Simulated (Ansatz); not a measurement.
# AlGaH (quartet): B2PLYP, RPA-PBE over a scan of the scale of all distances, 6-31G

How well do these functionals follow the top wave-function level for AlGaH (quartet) over a scan of the scale of all distances?

Program: Ansatz 0.2.0, Gaussian basis. Level of theory: 6-31G, all electrons in the functionals, frozen cores in the correlation of double hybrids and RPA. These are calculated values, not measurements.

To be run: B2PLYP, RPA-PBE, at 0.870; 1.000; 1.107; 1.326; 1.500; 1.778; 1.990; 2.425.

12 further runs of the same task are left out: 8 that didn't finish, 4 set aside as unsound or not needed.

**1. What is computed**

The geometry derives from a PBE0/def2-TZVP stationary point (not a proven minimum). All distances are scaled together. No spin-orbit coupling is included. The filled d shell of Ga may be among the frozen orbitals whatever the setting's name suggests; the logs give the count.

3 atoms, charge 0, spin multiplicity 4.

Atoms are counted from 1 here; the program's logs count them from 0.

Bond lengths: Al1–Ga2 2.344 Å, Al1–H3 1.582 Å. Angles: Ga2–Al1–H3 180.0°.

No dispersion term is added.

The geometry shown and the zero of energy belong to the point 1.000. The yardstick, FCI, and other wave-function levels (R restricted, U unrestricted, valence and pair active spaces) come from earlier runs.

**2. B2PLYP, 0.870**

in.yaml reads:

```yaml
crystal:
  periodic: [false, false, false]
  atoms:
    - {symbol: Al, position_ang: [0.000000, 0.000000, 0.220893]}
    - {symbol: Ga, position_ang: [0.000000, 0.000000, -1.818039]}
    - {symbol: H, position_ang: [0.000000, 0.000000, 1.597146]}
basis:
  gaussian: {orbitals: 6-31G}
magnetization: {spin_polarized: true, initial_magnetization: 3}
hamiltonian: {xc: {name: B2PLYP}}
correlation: {electrons: outside_noble_gas}
```

Command:

```console
$ ansatz run in.yaml --threads 1 --pin off --events-out ev --progress --plain --max-ram 2393MiB
```

Further steps of the session: B2PLYP, 1.000; B2PLYP, 1.107; B2PLYP, 1.326; B2PLYP, 1.500; B2PLYP, 1.778; B2PLYP, 1.990; B2PLYP, 2.425; RPA-PBE, 0.870; RPA-PBE, 1.000; RPA-PBE, 1.107; RPA-PBE, 1.326; RPA-PBE, 1.500; RPA-PBE, 1.778; RPA-PBE, 1.990; RPA-PBE, 2.425.

Before running them: what should the planned runs give, taken together? Wanted: span of the FCI curve; largest miss, B2PLYP; largest miss, RPA-PBE.

As calculated:

| quantity | value |
| --- | --- |
| span of the FCI curve | 2.375 eV |
| largest miss, B2PLYP | +0.371 eV (1.500) |
| largest miss, RPA-PBE | -0.473 eV (2.425) |

What this shows: Of the functionals, B2PLYP keep the smallest largest miss at the points compared (at most 0.371 eV) and RPA-PBE strays most (0.473 eV, at 2.425). Functionals and the yardstick converge differently with the basis, so part of each miss in 6-31G is the basis.
